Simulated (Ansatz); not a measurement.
# ClF2H3Si: the cost of one run

All numbers below are computed with Ansatz 0.2.0 (RKS PBE/def2-SVPD).

## Step 1: The system as given

Bond lengths: Si1–F3 1.596 Å, Si1–F4 1.591 Å, Si1–H5 1.442 Å, Si1–Cl7 2.488 Å. Angles: F3–Si1–F4 111.5°, F3–Si1–H5 103.6°, F3–Si1–Cl7 125.6°, F4–Si1–H5 105.7°, F4–Si1–Cl7 113.1°, H5–Si1–Cl7 92.6°.

Structure file:

```xyz
7

Si   -0.4575   -0.0555   -0.3455
H     0.9593   -0.8154    0.6223
F     0.0390   -1.0408   -1.4981
F    -1.3897   -0.8058    0.7024
H    -1.3168    0.8725   -1.0381
H     1.2804    0.0712    0.8818
Cl    0.8854    1.7738    0.6751
```

## Step 2: Pulling towards end A

Springs on the bonds that form and break draw the guess towards this end; the thresholds are loose.

Input file input.yaml:

```yaml
crystal:
  periodic: [false, false, false]
  atoms:
    - { symbol: Si, position_ang: [-0.4575, -0.0555, -0.3455] }
    - { symbol: H, position_ang: [0.9593, -0.8154, 0.6223] }
    - { symbol: F, position_ang: [0.039, -1.0408, -1.4981] }
    - { symbol: F, position_ang: [-1.3897, -0.8058, 0.7024] }
    - { symbol: H, position_ang: [-1.3168, 0.8725, -1.0381] }
    - { symbol: H, position_ang: [1.2804, 0.0712, 0.8818] }
    - { symbol: Cl, position_ang: [0.8854, 1.7738, 0.6751] }
basis:
  gaussian: { orbitals: def2-SVPD }
hamiltonian:
  xc: pbe
relax:
  f_tol: 0.15
  max_steps: 25
  restrain:
    - { distance: [0, 6], at: 3.43, k: 30.0 }
    - { distance: [5, 1], at: 1.92, k: 30.0 }
    - { distance: [0, 1], at: 1.42, k: 30.0 }
    - { distance: [5, 6], at: 1.33, k: 30.0 }
```

The run is started by

```
$ ansatz run input.yaml --threads 2 --pin off --max-ram 3072MiB --backend cpu --events-out ev --progress --plain --runs-dir out
```

What time and memory should one allow on 2 threads of Intel Xeon Platinum 8488C (Sapphire Rapids), shared host?

About 22 s, with a peak of 0.17 GiB.
